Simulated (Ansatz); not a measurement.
# InSb3: the cost of one run

Method: DFT PBE, scalar-relativistic, plane waves, PAW, in Ansatz 0.2.0.

## (1) The structure to begin with

The structure is tetragonal, space group I4/mmm (No. 139). The conventional cell has a = 4.613 Å, b = 4.613 Å, c = 10.304 Å, α = 90.00°, β = 90.00°, γ = 90.00°. In (site symmetry 4/mmm) is surrounded by 12 Sb at 3.26 to 3.46 Å. Around Sb (site symmetry 4/mmm) lie 4 In at 3.26 Å and 8 Sb at 3.46 Å. Around Sb (site symmetry -4m2) lie 8 Sb at 3.26 to 3.46 Å and 4 In at 3.46 Å.

As a file:

```cif
data_structure
_symmetry_space_group_name_H-M 'I4/mmm'
_symmetry_Int_Tables_number 139
_cell_length_a 4.6127
_cell_length_b 4.6127
_cell_length_c 10.3037
_cell_angle_alpha 90.000
_cell_angle_beta 90.000
_cell_angle_gamma 90.000
_cell_volume 219.23
loop_
_atom_site_label
_atom_site_type_symbol
_atom_site_symmetry_multiplicity
_atom_site_Wyckoff_symbol
_atom_site_fract_x
_atom_site_fract_y
_atom_site_fract_z
_atom_site_occupancy
In1 In 2 a 0.00000 0.00000 0.00000 1
Sb1 Sb 2 b 0.50000 0.50000 0.00000 1
Sb2 Sb 4 d 0.50000 0.00000 0.25000 1
```

(A quick probe on a coarse mesh, which set the mesh and smearing, is not shown.)

## (3) Relaxing cell and atoms

Input file input.yaml:

```yaml
crystal:
  lattice:
    - [-2.3063435497, 2.3063435497, 5.1518323448]
    - [2.3063435497, -2.3063435497, 5.1518323448]
    - [2.3063435497, 2.3063435497, -5.1518323448]
  atoms:
    - { symbol: In, position: [0.0, 0.0, 0.0] }
    - { symbol: Sb, position: [0.5, 0.5, 0.0] }
    - { symbol: Sb, position: [0.25, 0.75, 0.5] }
    - { symbol: Sb, position: [0.75, 0.25, 0.5] }
basis:
  ecutwfc: 420
kpoints:
  mp_grid: { grid: [14, 14, 14] }
hamiltonian:
  xc: pbe
scf:
  occupations: { method: gaussian, width: 0.1 }
output:
  forces: true
  stress: true
  eigenvalues: true
relax:
  adjacent_minimum: "off"
  f_tol: 0.01
  max_steps: 80
  cell: { stress_tol: 0.05 }
```

Launch:

```sh
> ansatz run input.yaml --threads 1 --pin off --max-ram 2560MiB --backend cpu --events-out ev --progress --plain --runs-dir out
```

What time and memory should one allow on 1 thread of Intel Xeon 6975P-C (Granite Rapids), shared host?

About 2.6 min, with a peak of 0.96 GiB.
